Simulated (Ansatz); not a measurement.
**CH6ClGa (built from SMILES C.[Cl][GaH2]): a barrier at many levels of theory**

How high is the barrier of this step (Ga1–C6 formed, Cl2–H5 formed, Ga1–Cl2 broken, H5–C6 broken), and how far do cheaper methods land from CCSD(T)?

Program: Ansatz 0.2.0, Gaussian basis. Level of theory: single points in def2-TZVPP on PBE0-D4/def2-TZVP structures. These are calculated values, not measurements.

Levels: SPW92, PBE-D4, BLYP-D4, r2SCAN-D4, B97M-V, PBE0-D4, B3LYP-D4, r2SCAN0-D4, BHLYP-D4, CAM-B3LYP-D4, wB97X-V, wB97M-V, B2PLYP, PBE-QIDH, RPA on PBE, Hartree-Fock, MP2, CCSD, CCSD(T). The reference is CCSD(T) at the basis limit, from triple and quadruple zeta. Zero-point energies come from PBE0-D4 vibrations.

Cores are frozen in the correlated methods. Filled d shells of the heavier atoms are correlated. B3LYP uses VWN-RPA correlation. B2PLYP carries no dispersion term here.

22 further runs of the same task are left out: 22 set aside as unsound or not needed.

**1. Start, saddle and end, as given**

Charge 0, multiplicity 1. The folders r, ts and p hold the start, the saddle and the end; their coordinates stand in the first inputs.

```
   pair  r (Å)  ts (Å)  p (Å)
 Ga1–C6  3.079   2.096  1.979
 Cl2–H5  3.066   1.470  1.283
Ga1–Cl2  2.156   2.531  2.803
  H5–C6  1.092   1.571  2.956
```

**2. wB97M-V/def2-TZVPP**

The input, r/in.yaml:

```yaml
crystal:
  periodic: [false, false, false]
  atoms:
    - {symbol: Ga, position_ang: [-1.500541, -0.498828, -0.607821]}
    - {symbol: Cl, position_ang: [-1.955092, -1.707933, 1.118875]}
    - {symbol: H, position_ang: [-0.701037, -1.220438, -1.730290]}
    - {symbol: H, position_ang: [-2.117955, 0.929939, -0.589649]}
    - {symbol: H, position_ang: [0.719476, -0.213807, 0.997649]}
    - {symbol: C, position_ang: [1.250350, 0.493160, 0.355842]}
    - {symbol: H, position_ang: [1.805824, -0.046269, -0.409534]}
    - {symbol: H, position_ang: [0.560077, 1.199602, -0.112774]}
    - {symbol: H, position_ang: [1.938898, 1.064574, 0.977803]}
basis:
  gaussian: {orbitals: def2-TZVPP}
hamiltonian: {xc: {name: wB97M-V}}
```

The input, ts/in.yaml:

```yaml
crystal:
  periodic: [false, false, false]
  atoms:
    - {symbol: Ga, position_ang: [-0.964561, -0.053197, -0.638478]}
    - {symbol: Cl, position_ang: [-0.975895, -1.549680, 1.402565]}
    - {symbol: H, position_ang: [-0.894029, -1.041855, -1.838524]}
    - {symbol: H, position_ang: [-2.017003, 1.046716, -0.314657]}
    - {symbol: H, position_ang: [0.045883, -0.625500, 0.890078]}
    - {symbol: C, position_ang: [0.932888, 0.416011, 0.118141]}
    - {symbol: H, position_ang: [1.739394, -0.317440, 0.060732]}
    - {symbol: H, position_ang: [1.108434, 1.116819, -0.710496]}
    - {symbol: H, position_ang: [1.024890, 1.008128, 1.030737]}
basis:
  gaussian: {orbitals: def2-TZVPP}
hamiltonian: {xc: {name: wB97M-V}}
```

The input, p/in.yaml:

```yaml
crystal:
  periodic: [false, false, false]
  atoms:
    - {symbol: Ga, position_ang: [-0.821754, 0.116592, -0.768466]}
    - {symbol: Cl, position_ang: [-1.161762, -1.620332, 1.404579]}
    - {symbol: H, position_ang: [-0.975532, -1.016430, -1.849825]}
    - {symbol: H, position_ang: [-2.065395, 1.007065, -0.398503]}
    - {symbol: H, position_ang: [0.022227, -1.363882, 1.825744]}
    - {symbol: C, position_ang: [0.980296, 0.631413, -0.134086]}
    - {symbol: H, position_ang: [1.664615, -0.219970, -0.109025]}
    - {symbol: H, position_ang: [1.409367, 1.365869, -0.822766]}
    - {symbol: H, position_ang: [0.947936, 1.099674, 0.852447]}
basis:
  gaussian: {orbitals: def2-TZVPP}
hamiltonian: {xc: {name: wB97M-V}}
```

No record of the launch command was kept for these runs.

After this run come: CCSD(T)/def2-TZVPP; MP2/def2-QZVPP; Vibrations of the start structure; Vibrations of the end structure.

Q: Predict the outcome of this session. Wanted: barrier, CCSD(T)/CBS; reverse barrier, CCSD(T)/CBS; step energy, CCSD(T)/CBS; barrier with zero-point energy; step energy with zero-point energy; imaginary mode at the saddle; largest T1 diagnostic.

**Answer**, as computed:

```
                          quantity          value
              barrier, CCSD(T)/CBS   182.1 kJ/mol
      reverse barrier, CCSD(T)/CBS    47.1 kJ/mol
          step energy, CCSD(T)/CBS  +135.0 kJ/mol
    barrier with zero-point energy   170.2 kJ/mol
step energy with zero-point energy  +126.4 kJ/mol
      imaginary mode at the saddle      791i cm⁻¹
             largest T1 diagnostic          0.012
```

In words: wB97M-V is the best functional here (+2.2 kJ/mol from CCSD(T)/CBS); SPW92 is the worst (-59.7 kJ/mol). Mean unsigned error by rung: LDA 59.7, GGA 17.7, meta-GGA 10.5, hybrid 10.8, range-separated hybrid 4.8, double hybrid 4.3 kJ/mol. PBE-D4 gives a barrier 27.7 kJ/mol too low, outside chemical accuracy (1 kcal/mol, 4.2 kJ/mol). The barrier rises with the share of exact exchange, from BLYP-D4 through B3LYP-D4 to BHLYP-D4 (-7.6, +2.8, +22.3 kJ/mol). Hartree-Fock, with no correlation, is off by +72.6 kJ/mol. Zero-point motion lowers the barrier by 11.9 kJ/mol.
